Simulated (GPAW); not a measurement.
Crystal: Ge.

```xyz
2
Lattice="0.0000 2.8287 2.8287 2.8287 0.0000 2.8287 2.8287 2.8287 0.0000" Properties=species:S:1:pos:R:3 pbc="T T T"
Ge    0.0000    0.0000    0.0000
Ge    1.4144    1.4144    1.4144
```

Base run:

- Program: GPAW 26.7.0
- Functional: r2SCAN
- Potentials or basis: GPAW PAW data sets (gpaw-data 1.2.1)
- Cutoff: 600 eV
- Basis: pw
- k mesh: 10 × 10 × 10
- Occupations: fermi-dirac, width 0.05 eV
- Spin: no spin polarisation

Its results: pressure 0.8 GPa.

The run is repeated on the same cell with these changes: functional from r2SCAN to LDA; potentials or basis from GPAW PAW data sets (gpaw-data 1.2.1) to the program's PAW data sets (release 1.2.1) made for this functional. What comes out?

Pressure -1.0 GPa.

Caveats: the PAW data sets were made with another functional, which shifts forces and pressure a little (some runs).
